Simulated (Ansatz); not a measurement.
# C2H10GaNSi: taking an electron away

One table from this session's results is given with a row withheld; the runs are named, their logs left out.

Computed with Ansatz 0.2.0, Gaussian basis. Level: unrestricted cation, the program's frozen cores in correlated methods.

Levels to be run: UKS PBE-D4/def2-TZVPP; UKS r2SCAN-D4/def2-TZVPP; UKS PBE0-D4/def2-TZVPP; UKS B3LYP-D4/def2-TZVPP; UKS wB97X-V/def2-TZVPP; UKS wB97M-V/def2-TZVPP; UKS B2PLYP/def2-TZVPP; UHF-CCSD(T)/def2-TZVPP; UHF-MP2/def2-QZVPP; extrapolation to the limit; then −ε(HOMO) from the neutral's earlier runs with LDA (SPW92), PBE-D4, revPBE-D4, BLYP-D4, r2SCAN-D4, B97M-V, PBE0-D4, B3LYP-D4, r2SCANh-D4, r2SCAN0-D4, HSE06-D4, BHLYP-D4, CAM-B3LYP-D4, LC-ωPBE, ωB97X-V, ωB97M-V.

### The relaxed structure

All runs share one geometry, relaxed beforehand with PBE0-D4 in a triple-zeta def2 set.

SMILES `C[SiH](C)[NH][GaH2]`, 15 atoms, charge 0, spin multiplicity 1.

Atoms are counted from 1 here; the program's logs count them from 0.

Bond lengths: C1–Si2 1.870 Å, C1–H6 1.093 Å, C1–H7 1.093 Å, C1–H8 1.094 Å, Si2–C3 1.866 Å, Si2–N4 1.732 Å, Si2–H9 1.496 Å, C3–H10 1.093 Å, C3–H11 1.093 Å, C3–H12 1.092 Å, N4–Ga5 1.830 Å, N4–H13 1.012 Å, Ga5–H14 1.560 Å, Ga5–H15 1.564 Å. Angles: Si2–C1–H6 111.1°, Si2–C1–H7 110.9°, Si2–C1–H8 110.9°, H6–C1–H7 107.9°, H6–C1–H8 107.6°, H7–C1–H8 108.2°, C1–Si2–C3 110.6°, C1–Si2–N4 111.0°, C1–Si2–H9 107.3°, C3–Si2–N4 109.5°, C3–Si2–H9 108.8°, N4–Si2–H9 109.7°, Si2–C3–H10 111.6°, Si2–C3–H11 109.5°, Si2–C3–H12 111.9°, H10–C3–H11 107.9°, H10–C3–H12 108.0°, H11–C3–H12 107.8° and more.

Coordinates:

```
C    -1.6936    0.1872    1.2871
Si   -0.0287    0.5741    0.5274
C     1.2149   -0.7460    0.9652
N    -0.1479    0.7074   -1.1954
Ga    0.6947   -0.1947   -2.5458
H    -2.4339    0.9473    1.0231
H    -2.0666   -0.7799    0.9396
H    -1.6267    0.1557    2.3784
H     0.4301    1.8768    1.1026
H     0.9130   -1.7256    0.5860
H     1.3022   -0.8200    2.0526
H     2.2059   -0.5210    0.5651
H    -0.7892    1.4182   -1.5226
H     1.7139   -1.3116   -2.1623
H     0.3119    0.2319   -4.0010
```

The first run:

The input, in.yaml:

```yaml
crystal:
  periodic: [false, false, false]
  atoms:
    - {symbol: C, position_ang: [-1.693615, 0.187224, 1.287132]}
    - {symbol: Si, position_ang: [-0.028716, 0.574124, 0.527408]}
    - {symbol: C, position_ang: [1.214911, -0.746020, 0.965248]}
    - {symbol: N, position_ang: [-0.147901, 0.707407, -1.195394]}
    - {symbol: Ga, position_ang: [0.694731, -0.194712, -2.545826]}
    - {symbol: H, position_ang: [-2.433870, 0.947328, 1.023109]}
    - {symbol: H, position_ang: [-2.066602, -0.779945, 0.939596]}
    - {symbol: H, position_ang: [-1.626689, 0.155737, 2.378352]}
    - {symbol: H, position_ang: [0.430117, 1.876834, 1.102609]}
    - {symbol: H, position_ang: [0.912973, -1.725612, 0.585976]}
    - {symbol: H, position_ang: [1.302206, -0.819979, 2.052627]}
    - {symbol: H, position_ang: [2.205928, -0.520984, 0.565091]}
    - {symbol: H, position_ang: [-0.789226, 1.418227, -1.522647]}
    - {symbol: H, position_ang: [1.713882, -1.311552, -2.162259]}
    - {symbol: H, position_ang: [0.311862, 0.231933, -4.001024]}
basis:
  gaussian: {orbitals: def2-TZVPP}
total_charge: 1
magnetization: {spin_polarized: true, initial_magnetization: 1}
hamiltonian: {xc: pbe, dispersion: d4}
```

Run with:

```sh
$ ansatz run in.yaml --threads 2 --pin off --events-out ev --progress --plain --max-ram 32768MiB --backend cuda --devices 0, --max-vram 18GiB
```

Among the steps run: Cation, UKS PBE-D4/def2-TZVPP; Cation, UKS r2SCAN-D4/def2-TZVPP; Cation, UKS PBE0-D4/def2-TZVPP; Cation, UKS B3LYP-D4/def2-TZVPP; Cation, UKS wB97X-V/def2-TZVPP; Cation, UKS wB97M-V/def2-TZVPP; Cation, UKS B2PLYP (frozen core)/def2-TZVPP; Cation, UHF-CCSD(T)/def2-TZVPP; Cation, UHF-MP2/def2-QZVPP.

One table of the session follows, with a row left open; its other results are not shown here.

It belongs to the step «Ionisation energies side by side». For comparison, −ε(HOMO) of the neutral from earlier runs:

| functional | −ε(HOMO) (eV) |
| --- | --- |
| LDA (SPW92) | 6.24 |
| PBE-D4 | 6.08 |
| revPBE-D4 | ? |
| BLYP-D4 | 5.97 |
| r2SCAN-D4 | 6.34 |
| B97M-V | 6.43 |
| PBE0-D4 | 7.31 |
| B3LYP-D4 | 7.11 |
| r2SCANh-D4 | 6.80 |
| r2SCAN0-D4 | 7.50 |
| HSE06-D4 | 6.91 |
| BHLYP-D4 | 8.50 |
| CAM-B3LYP-D4 | 8.69 |
| LC-ωPBE | 10.03 |
| ωB97X-V | 9.69 |
| ωB97M-V | 9.60 |

Estimate the missing values for revPBE-D4.

**Answer.** −ε(HOMO) (eV): 6.02. In the column «−ε(HOMO) (eV)» it lies between BLYP-D4 (5.97) and PBE-D4 (6.08).

To keep in mind: The cation may have settled in a state other than its lowest; no search over hole states beyond the program's own was made.
